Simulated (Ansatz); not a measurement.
# TiSi2: properties at the relaxed cell

The task, for TiSi2: relax it again with other functionals.

Method: DFT PBE, scalar-relativistic, plane waves, PAW, unless a step's input says otherwise, in Ansatz 0.2.0.

## 1. The system as given

It takes space group Cmcm (No. 63, orthorhombic). Conventional cell: a = 3.548 Å, b = 13.561 Å, c = 3.579 Å, α = 90.00°, β = 90.00°, γ = 90.00°. Around Ti (site symmetry m2m) lie 10 Si at 2.59 to 2.83 Å. Si (site symmetry m2m) has 2 Si at 2.40 Å and 6 Ti at 2.59 to 2.83 Å as nearest neighbours. Around Si (site symmetry m2m) lie 4 Si at 2.52 Å and 4 Ti at 2.67 to 2.68 Å.

Coordinates:

```cif
data_structure
_symmetry_space_group_name_H-M 'Cmcm'
_symmetry_Int_Tables_number 63
_cell_length_a 3.5476
_cell_length_b 13.5607
_cell_length_c 3.5792
_cell_angle_alpha 90.000
_cell_angle_beta 90.000
_cell_angle_gamma 90.000
_cell_volume 172.19
loop_
_atom_site_label
_atom_site_type_symbol
_atom_site_symmetry_multiplicity
_atom_site_Wyckoff_symbol
_atom_site_fract_x
_atom_site_fract_y
_atom_site_fract_z
_atom_site_occupancy
Ti1 Ti 4 c 0.50000 0.60318 0.75000 1
Si1 Si 4 c 0.50000 0.94085 0.75000 1
Si2 Si 4 c 0.00000 0.75017 0.75000 1
```

It goes back to an entry of the Materials Project, which need not be the stable form.

It is the result of an earlier relaxation at this level (volume 14.35 Å³/atom; gap on the mesh: none (metal)).

## 2. Relaxing with PBEsol

The input, input.yaml:

```yaml
crystal:
  lattice:
    - [1.7738039272, -6.7803428781, 0.0]
    - [1.7738039272, 6.7803428781, 0.0]
    - [0.0, 0.0, 3.5792221412]
  atoms:
    - { symbol: Ti, position: [0.8968189479, 0.1031810521, 0.75] }
    - { symbol: Ti, position: [0.1031810521, 0.8968189479, 0.25] }
    - { symbol: Si, position: [0.5591475243, 0.4408524757, 0.75] }
    - { symbol: Si, position: [0.4408524757, 0.5591475243, 0.25] }
    - { symbol: Si, position: [0.2498281361, 0.7501718639, 0.75] }
    - { symbol: Si, position: [0.7501718639, 0.2498281361, 0.25] }
basis:
  ecutwfc: 420
kpoints:
  mp_grid: { grid: [10, 10, 10] }
hamiltonian:
  xc: pbesol
scf:
  occupations: { method: gaussian, width: 0.1 }
output:
  forces: true
  stress: true
  eigenvalues: true
relax:
  adjacent_minimum: "off"
  f_tol: 0.005
  max_steps: 50
  cell: { stress_tol: 0.05 }
```

Command:

```
ansatz run input.yaml --threads 2 --pin off --max-ram 5120MiB --backend cpu --events-out ev --progress --plain --runs-dir out
```

## 3. Relaxing with PBE+D3(BJ)

Edit input.yaml of step 2 so:

```diff
@@ -17,3 +17,4 @@
 hamiltonian:
-  xc: pbesol
+  xc: pbe
+  dispersion: d3bj
 scf:
```

## 4. Relaxing with LDA

Edit input.yaml of step 3 so:

```diff
@@ -17,4 +17,3 @@
 hamiltonian:
-  xc: pbe
-  dispersion: d3bj
+  xc: lda
 scf:
```

## 5. Relaxing with r2SCAN

Edit input.yaml of step 4 so:

```diff
@@ -13,3 +13,3 @@
 basis:
-  ecutwfc: 420
+  ecutwfc: 500
 kpoints:
@@ -17,3 +17,3 @@
 hamiltonian:
-  xc: lda
+  xc: r2scan
 scf:
```

(Steps that only read results are left out.)

Before running it: what results should come out?

**Answer**, as computed:

The volumes rise in the order LDA, PBE+D3(BJ), PBEsol, r2SCAN, PBE, over 5.5 %.
